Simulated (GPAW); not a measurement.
Crystal: CuSn3.

```
Sn Cu
1.0
     6.62288    0.00000    0.00000
    -3.31144    5.73559    0.00000
     0.00000    0.00000    5.00481
Sn Cu
6 2
Direct
  0.17234 0.34468 0.25000
  0.17234 0.82766 0.25000
  0.65532 0.82766 0.25000
  0.82766 0.65532 0.75000
  0.82766 0.17234 0.75000
  0.34468 0.17234 0.75000
  0.33333 0.66667 0.75000
  0.66667 0.33333 0.25000
```

The cell comes from a database or a generator and needn't be the stable form of this composition.

Base run:

```yaml
Program: GPAW 26.7.0
Functional: PBEsol
Potentials_or_basis: PAW data sets generated in the run's folder for this functional
Cutoff: 600 eV
Basis: pw
k_mesh: 5 × 5 × 6
Occupations: fermi-dirac, width 0.05 eV
Spin: no spin polarisation
```

Its results: pressure -3.2 GPa; largest force 0.255 eV/Å.

Task: The run is repeated on the same cell with these changes: k mesh from 5 × 5 × 6 to 3 × 3 × 4. What comes out?

Result: Pressure -2.3 GPa; largest force 0.267 eV/Å.

Caveats: some runs use coarse meshes; with this Cu data set, volumes or pressures lay over 1.5 % or 2 GPa off other programs in two to four cells of ten.

Not every run made on this cell is shown here.
